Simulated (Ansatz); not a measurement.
Debugging a fixed-spin-moment curve of FePt, space group P4/mmm (the Python package of Ansatz (0.2.0)).

Script `fept.py`:
```python
"""Fixed-spin-moment curve of FePt."""

import ansatz as az
from pymatgen.core import Lattice, Structure
from pymatgen.io.ase import AseAtomsAdaptor


def main() -> None:
    pmg_structure = Structure(
        Lattice([(2.7235, 0.0, 0.0), (0.0, 2.7235, 0.0), (0.0, 0.0, 3.72)]),
        ["Fe", "Pt"],
        [
            (0.0, 0.0, 0.0),
            (0.5, 0.5, 0.5),
        ],
    )
    structure = az.Crystal.from_ase(AseAtomsAdaptor.get_atoms(pmg_structure))

    calculation = (
        structure.calculation()
        .functional("PBE")
        .basis(470)
        .kpoints(12, 12, 9, center="gamma")
        .occupations("fixed", width=0.1)
    )
    # a hard lock holds the total moment, with one Fermi level a spin
    rows = []
    for total in [0.0, 0.8, 1.7, 2.5, 3.4, 4.2]:
        report = calculation.spin("collinear", total=total, lock="hard").run(threads=1, backend="cpu").report
        up, down = report["spin_fermi_energies_ev"]
        rows.append((total, report["free_energy_ev"], up - down, report["absolute_magnetization_mub"]))
    reference = rows[0][1]
    rows = [(m, 1000 * (e - reference), split, size) for m, e, split, size in rows]
    for row in rows:
        print("; ".join(f"{name} = {round(v, 4) if isinstance(v, float) else v}" for name, v in zip(["total muB", "F - F(0) meV", "EF up - down eV", "absolute muB"], row)))
    best = min(rows, key=lambda row: row[1])
    print(f"lowest at {best[0]} muB per cell, {best[1]:.1f} meV against the first point")


if __name__ == "__main__":
    main()
```

```console
$ python fept.py
DeckWarning: scf.occupations.width is set but nothing reads it: it is the width of a smearing, and this deck's scf.occupations.method fills the bands without one; leave width out of the next deck (a restart compares it), or set method to a smearing (fermi_dirac, gaussian, methfessel_paxton, cold)
RunWarning: this spin-polarised run has no starting moment large enough to seed its density, and nothing else in its deck makes the two spin channels differ, so an SCF from that start keeps the magnetisation at zero until it first converges, unless a state found ahead of a linear-response series gives it moments (lr_reference_state). Behind a single point's SCF or a chain's scf step, and behind the single point that a walk or a batch makes first, from which its own SCFs then go on, or that a relaxation makes of its relaxed geometry, scf.lower_state_search: standard or full (behind the one that displaced cells, or strained cells with clamped ions and elastic.basis: reselect, set out from, standard alone), and light, the default, in a cell in vacuum along each axis (as which one atom or molecule at one k-point counts) or with a transition metal, a lanthanoid or an actinoid, tests the converged state (of a hybrid's single point, under standard or full, or under light of a body in vacuum, or of one atom or molecule off its images at one k-point, alone, its semilocal part: ahead of its own SCF at one k-point or with an element of which a d or f shell can stand open, and behind it) for [...]
RunWarning: iter 1: σ=0 fill of 17 bands saw a band overlap (occupied 22.0662 eV > unoccupied 20.4607 eV) — on an unconverged iterate often a transient of an unconverged empty band; one that stands at the close is told there (band_overlap_at_count); if the run fails to converge, the spectrum is likely genuinely metallic at σ=0 — use a smearing of finite width or the tetrahedron method (which not every kind of run takes: see the entry of scf.occupations.method in the input reference), with at least one empty band (raise scf.n_extra_bands, or leave it out; where the count is already the smallest k-point's plane-wave count, raise basis.ecutwfc first)
Traceback (most recent call last):
  File "fept.py", line 41, in <module>
    main()
    ~~~~^^
  File "fept.py", line 29, in main
    report = calculation.spin("collinear", total=total, lock="hard").run(threads=1, backend="cpu").report
             ~~~~~~~~~~~~~~~~~~~~~~~~~~~~~~~~~~~~~~~~~~~~~~~~~~~~~~~~~~~^^^^^^^^^^^^^^^^^^^^^^^^^^
  ...
ansatz.NonConvergedError: did not converge after 100 iterations: dr2 = 6.73e-6 (threshold 1.00e-7), under the density mixer `msr1`, which `scf.mixing.algorithm: auto` chose by the deck's other keys (a typed `msr1` with `scf.mixing.negative_modes: turned` turns such directions too, except where a hybrid's exchange operator stays frozen); at k-index 135, counted from 0 in this SCF's own list of k-points, in the ↑ solve channel the highest band that the last eigensolve's fill by count filled, 21.134952 eV, and the lowest that it left empty, 21.134952 eV, lay 1.133e-12 eV apart, the closest at any k-point: where those lie closer than the levels still move from one iteration to the next, and no symmetry of the run holds them equal, such a fill need not settle, and opposed starting moments at zero total moment, or else a narrow smearing, may settle it (`scf.occupations.method`, Limitations, in the input reference); raise `scf.max_iter`, which need not help a stalled SCF, or adjust the mixing (`scf.mixing`) or, under a smearing, its width (`scf.occupations.width`, in either direction: another width is another result); this SCF holds its density and magnetisation to the symmetry [...]
```
(Warnings from the package without file and line, shortened; library frames cut from the traceback.)

What is wrong, and how is it mended?

The fault: fixed occupations were asked for with a width. Mended:

```diff
--- before
+++ after
@@ -23,3 +23,3 @@
         .kpoints(12, 12, 9, center="gamma")
-        .occupations("fixed", width=0.1)
+        .occupations(az.OccupationsMethod.FERMI_DIRAC)
     )
```

After the fix:

```console
$ python fept.py
RunWarning: this spin-polarised run has no starting moment large enough to seed its density, and nothing else in its deck makes the two spin channels differ, so an SCF from that start keeps the magnetisation at zero until it first converges, unless a state found ahead of a linear-response series gives it moments [...]
DeckWarning: where an SCF of this run starts from atoms to list the orders of its open shells, Pt (site 1, from 0) starts with 1.00 μB on its 5d shell and 1.00 μB on its 6s shell, in the place of the 2.10 μB that the deck gives it: its open shells can hold no more by Hund's first rule. To start from spheres of the given moment, type scf.initial_density.shell_occupations: []
total muB = 0.0; F - F(0) meV = 0.0; EF up - down eV = 0.0; absolute muB = 0.0
total muB = 0.8; F - F(0) meV = -67.5909; EF up - down eV = -0.3152; absolute muB = 0.9422
total muB = 1.7; F - F(0) meV = -277.0978; EF up - down eV = -0.5998; absolute muB = 1.9194
total muB = 2.5; F - F(0) meV = -533.6663; EF up - down eV = -0.6235; absolute muB = 2.7387
total muB = 3.4; F - F(0) meV = -687.6922; EF up - down eV = 0.1732; absolute muB = 3.5473
total muB = 4.2; F - F(0) meV = -287.7499; EF up - down eV = 2.0272; absolute muB = 4.2099
lowest at 3.4 muB per cell, -687.7 meV against the first point
```
(Warnings from the package without file and line, shortened.)

What to keep in mind:
- Absolute energies stand on the zero of these potentials, so only differences at equal settings mean something. A total without «per atom» is that of the whole cell that was run.
- Spin-orbit coupling, which matters for elements this heavy, is left out.
- The starting cell is as deposited in a crystallographic database; the results hold for this polymorph, which needn't be the stable one.
- Only points where the Fermi levels of the two spins meet (minima, maxima and zero moment) are free solutions; a shallow minimum can lie between the points.
- It ran for 48 s on 1 thread of Intel(R) Xeon(R) 6975P-C (Granite Rapids) (shared host), peak memory 0.62 GiB.
